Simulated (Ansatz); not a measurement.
Born–Oppenheimer molecular dynamics of a periodic cell of 16 atoms, Mo (start crystal Mo, start structure bcc, volume 1.1 times the crystal's). It goes on from the last frame of an earlier run, with new velocities.

All numbers below come from DFT LDA, scalar-relativistic, plane waves, PAW in Ansatz 0.2.0. Settings: accuracy low, cutoff 420 eV, k mesh 2x2x2, fermi-dirac smearing 0.36 eV, no spin polarisation.

- ensemble: NPT, Langevin
- time step: 2.25 fs
- steps asked: 140
- set temperature: 2940 K
- friction: 0.005 /fs
- pressure: 1 GPa
- seed: 535766

First frame:

```xyz
16
Lattice="6.5034 0.0000 0.0000 0.0000 6.5034 0.0000 0.0000 0.0000 6.5034" Properties=species:S:1:pos:R:3
Mo -0.320 -0.043 0.013
Mo 2.833 -0.135 0.331
Mo -0.268 3.076 0.029
Mo -0.020 0.088 3.495
Mo 1.365 1.681 1.632
Mo 3.202 3.574 0.102
Mo 2.746 0.146 3.356
Mo 4.465 1.607 2.108
Mo -0.380 3.589 3.051
Mo 1.194 4.564 1.022
Mo 1.589 2.087 4.870
Mo 2.969 3.240 3.099
Mo 4.762 5.343 1.765
Mo 4.500 1.189 5.103
Mo 1.494 4.960 4.830
Mo 4.739 5.263 4.651
```

(1) What does the run give?

(2) What happens to the structure?

(3) How do temperature and energy run in time?

Results:

(1) All steps were run.

* steps done: 140
* time covered: 315 fs
* mean temperature over the second half: 2822 K
* spread of the potential energy over the second half: 59.0 meV per atom
* mean potential energy of the second half above the start: -111.0 meV per atom
* mean pressure over the second half: 2.6 GPa

The conserved energy stayed within 0.28 meV per atom of its start (net change 0.08 meV per atom), so the integration is sound. A run of 0.32 ps of so small a system gives no equilibrium averages. Limits of this set-up: coarse k mesh, low accuracy level. The cell's volume went from 275 to 265 Å³.

(2) Mean squared displacements from the first frame to the last, about the centre of mass, the cell's change included: Mo 0.28 Å². The details hang on the random start.

(3) 
```
time (fs)  T (K)  potential energy less start (eV)  conserved less start (meV/atom)  P (GPa)  volume (Å³)
      0.0   2756                             0.000                             0.00    -10.0        275.1
      9.0   2648                             0.399                             0.09     -8.8        274.7
     18.0   2917                             0.422                             0.10     -8.3        273.9
     27.0   2806                             0.177                             0.04     -8.7        273.5
     36.0   2848                            -0.050                            -0.01     -8.6        272.8
     45.0   2843                            -0.186                            -0.06     -7.6        271.4
     54.0   2839                             0.005                            -0.10     -5.3        269.7
     63.0   2225                             0.410                             0.06     -3.4        268.1
     72.0   1945                             0.409                             0.28     -2.2        266.3
     81.0   2483                            -0.495                             0.18     -2.6        264.7
     90.0   3209                            -1.821                            -0.05     -3.7        263.0
     99.0   4089                            -2.955                            -0.16     -4.5        261.6
    108.0   3994                            -3.408                            -0.09     -4.4        260.2
    117.0   3671                            -3.153                            -0.02     -1.8        257.7
    126.0   3162                            -2.618                             0.11      1.0        255.5
    135.0   2744                            -2.233                             0.08      3.5        253.4
    144.0   2209                            -1.893                             0.05      6.0        251.2
    153.0   2362                            -1.276                            -0.02      9.5        249.3
    162.0   2241                            -0.516                             0.10     12.5        247.9
    171.0   2599                            -0.127                             0.21     14.3        247.5
    180.0   2122                            -0.225                             0.24     13.5        248.0
    189.0   2581                            -0.775                             0.06     12.3        248.8
    198.0   3158                            -1.515                            -0.06     10.1        250.2
    207.0   3317                            -2.017                            -0.01      8.1        251.2
    216.0   3608                            -2.507                            -0.04      5.8        252.8
    225.0   3503                            -2.821                             0.00      3.4        254.4
    234.0   3595                            -2.989                            -0.02      2.0        255.6
    243.0   3891                            -3.040                            -0.02      0.4        257.3
    252.0   3460                            -3.005                             0.02     -2.1        259.5
    261.0   3562                            -2.729                            -0.01     -3.2        261.4
    270.0   3099                            -2.239                             0.05     -4.1        263.2
    279.0   2539                            -1.708                             0.16     -4.9        264.6
    288.0   2094                            -1.327                             0.20     -5.6        265.6
    297.0   1820                            -1.238                             0.22     -6.2        266.1
    306.0   1806                            -1.529                             0.17     -7.0        266.0
    315.0   2409                            -1.821                             0.08     -7.0        265.4
```

Time of the run: 17 min on 2 threads of Arm Neoverse V1 (shared host), peak memory 0.98 GiB.
